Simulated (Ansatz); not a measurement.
# NiO (Fm-3m): equation of state

How stiff is NiO (Fm-3m)? Energies and pressures are computed at volumes on both sides of the relaxed cell and fitted.

Computed with Ansatz 0.2.0 (DFT PBE+U (U_eff = 6.2 eV on Ni 3d), scalar-relativistic, plane waves, PAW, unless a step's input says otherwise).

## Step 1: The starting structure

It takes space group Fm-3m (No. 225, cubic). The conventional cell has a = 4.251 Å, b = 4.251 Å, c = 4.251 Å, α = 90.00°, β = 90.00°, γ = 90.00°. Ni (site symmetry m-3m) is surrounded by 6 O at 2.13 Å. Around O (site symmetry m-3m) lie 6 Ni at 2.13 Å.

Coordinates:

```
Ni O
1.0
    -2.12286   -2.12286    4.24914
    -4.24914   -2.12286    2.12286
    -2.12286   -4.24914    2.12286
Ni O
2 2
Cartesian
  0.0000 0.0000 0.0000
  -4.2474 -4.2474 4.2474
  2.1254 2.1254 2.1271
  -2.1220 -2.1220 6.3746
```

An earlier run at PBE+U (U_eff = 6.2 eV on Ni 3d) left this cell at 9.601 Å³/atom and 0.00 GPa (10×10×10 mesh). The large moments point both ways and cancel.

Volume factors to run: 0.980, 1.020, 0.960, 1.040.

## Step 2: At 0.980 of the relaxed volume

The input, input.yaml:

```yaml
crystal:
  lattice:
    - [-2.1086126496, -2.1086126496, 4.2206228979]
    - [-4.2206228979, -2.1086126496, 2.1086126496]
    - [-2.1086126496, -4.2206228979, 2.1086126496]
  atoms:
    - { symbol: Ni, position: [0.0, 0.0, 0.0], spin: 1.85 }
    - { symbol: O, position: [1.2500000005, -0.7499999995, -0.7499999995] }
    - { symbol: Ni, position: [0.5, 0.5, 0.5], spin: -1.85 }
    - { symbol: O, position: [1.7499999995, -0.2500000005, -0.2500000005] }
basis:
  ecutwfc: 420
  ecutrho_ratio: 4
kpoints:
  mp_grid: { grid: [10, 10, 10] }
hamiltonian:
  xc: pbe
  hubbard:
    sites:
      - { species: Ni, l: d, u_eff: 6.2, starting_ns: start.occupation_matrices }
    ns_hold: { iters: 6 }
scf:
  occupations: { method: gaussian, width: 0.05 }
  lower_state_search: "off"
output:
  forces: true
  stress: true
  eigenvalues: true
  populations: true
magnetization:
  spin_polarized: true
relax:
  f_tol: 0.01
  max_steps: 40
  cell: { stress_tol: 0.1, fix: [volume] }
```

start.occupation_matrices holds the open shells' occupation matrices from the neighbouring geometry.

Command:

```console
$ ansatz run input.yaml --threads 2 --pin off --max-ram 5120MiB --backend cpu --events-out ev --progress --plain --runs-dir out
```

Further steps of the session: Scaling the volume by 1.020; Volume × 0.960; At 1.040 of the relaxed volume.

What does the calculation give? Wanted: V0; B0; B0′; scatter of the fit.

The runs gave:

| quantity | value |
| --- | --- |
| V0 | 9.602 Å³/atom |
| B0 | 181 GPa |
| B0′ | 4.3 |
| scatter of the fit | 0.007 meV/atom |

The fitted minimum lies at 9.60 Å³/atom, and the bulk modulus is 181 GPa. One per cent of compression takes about 1.8 GPa. The gap on the mesh shrinks from 3.05 to 2.51 eV as the cell expands over this range. These are values at 0 K without zero-point motion. With a Hubbard U or exact exchange the result depends on the state in which the open shell ends, and a lower one can't be excluded.
